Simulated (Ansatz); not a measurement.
# C2H7BS: the cost of one run

Program: Ansatz 0.2.0, Gaussian basis. Level of theory: the settings change from run to run. These are calculated values, not measurements.

### Step 1. The relaxed structure

The geometry comes from an earlier relaxation with PBE0-D4 in a triple-zeta def2 set; it is a stationary point, not always the lowest conformer.

SMILES `BCCS`, 11 atoms, charge 0, spin multiplicity 1.

Atoms are counted from 1 here; the program's logs count them from 0.

Bond lengths: B1–C2 1.552 Å, B1–H5 1.197 Å, B1–H6 1.199 Å, C2–C3 1.517 Å, C2–H7 1.104 Å, C2–H8 1.098 Å, C3–S4 1.814 Å, C3–H9 1.093 Å, C3–H10 1.092 Å, S4–H11 1.343 Å. Angles: C2–B1–H5 119.4°, C2–B1–H6 121.9°, H5–B1–H6 118.6°, B1–C2–C3 117.3°, B1–C2–H7 104.8°, B1–C2–H8 109.8°, C3–C2–H7 109.9°, C3–C2–H8 111.1°, H7–C2–H8 102.7°, C2–C3–S4 115.0°, C2–C3–H9 110.5°, C2–C3–H10 111.1°, S4–C3–H9 104.1°, S4–C3–H10 109.0°, H9–C3–H10 106.6°, C3–S4–H11 96.8°.

Coordinates:

```xyz
11
charge 0, multiplicity 1
B    -0.72219    1.61132    0.09483
C    -0.13156    0.28132   -0.44536
C     0.45985   -0.68051    0.56787
S     1.35435   -2.08957   -0.14348
H    -1.29863    2.34640   -0.65438
H    -0.58822    1.94643    1.23822
H     0.64381    0.58998   -1.16822
H    -0.86985   -0.22230   -1.08406
H     1.20668   -0.17528    1.18516
H    -0.30671   -1.05352    1.24991
H     0.31786   -2.61107   -0.81980
```

### Step 2. RPA/aug-cc-pVTZ

Options: multiplicity 3, atoms shaken by 0.03 Å, relativity set to scalar.

The input, in.yaml:

```yaml
crystal:
  periodic: [false, false, false]
  atoms:
    - {symbol: B, position_ang: [-0.672080, 1.653105, 0.097348]}
    - {symbol: C, position_ang: [-0.197089, 0.298136, -0.414880]}
    - {symbol: C, position_ang: [0.422239, -0.737089, 0.521767]}
    - {symbol: S, position_ang: [1.356807, -2.140215, -0.103797]}
    - {symbol: H, position_ang: [-1.293907, 2.405509, -0.709184]}
    - {symbol: H, position_ang: [-0.570033, 1.932545, 1.240685]}
    - {symbol: H, position_ang: [0.629160, 0.598153, -1.202066]}
    - {symbol: H, position_ang: [-0.861477, -0.169450, -1.109163]}
    - {symbol: H, position_ang: [1.243245, -0.147338, 1.195193]}
    - {symbol: H, position_ang: [-0.340683, -1.004864, 1.259747]}
    - {symbol: H, position_ang: [0.308970, -2.690228, -0.798711]}
basis:
  gaussian: {orbitals: aug-cc-pVTZ}
magnetization: {spin_polarized: true, initial_magnetization: 2}
hamiltonian: {xc: {name: r2SCAN}, pseudopotentials: {relativity: scalar}}
correlation: {method: rpa}
```

Run with:

```console
$ ansatz run in.yaml --threads 2 --pin off --events-out ev --progress --plain --max-ram 4352MiB
```

What time and memory should one allow on 2 threads of Arm Neoverse V1, shared host?

About 3.7 min, with a peak of 2.1 GiB.
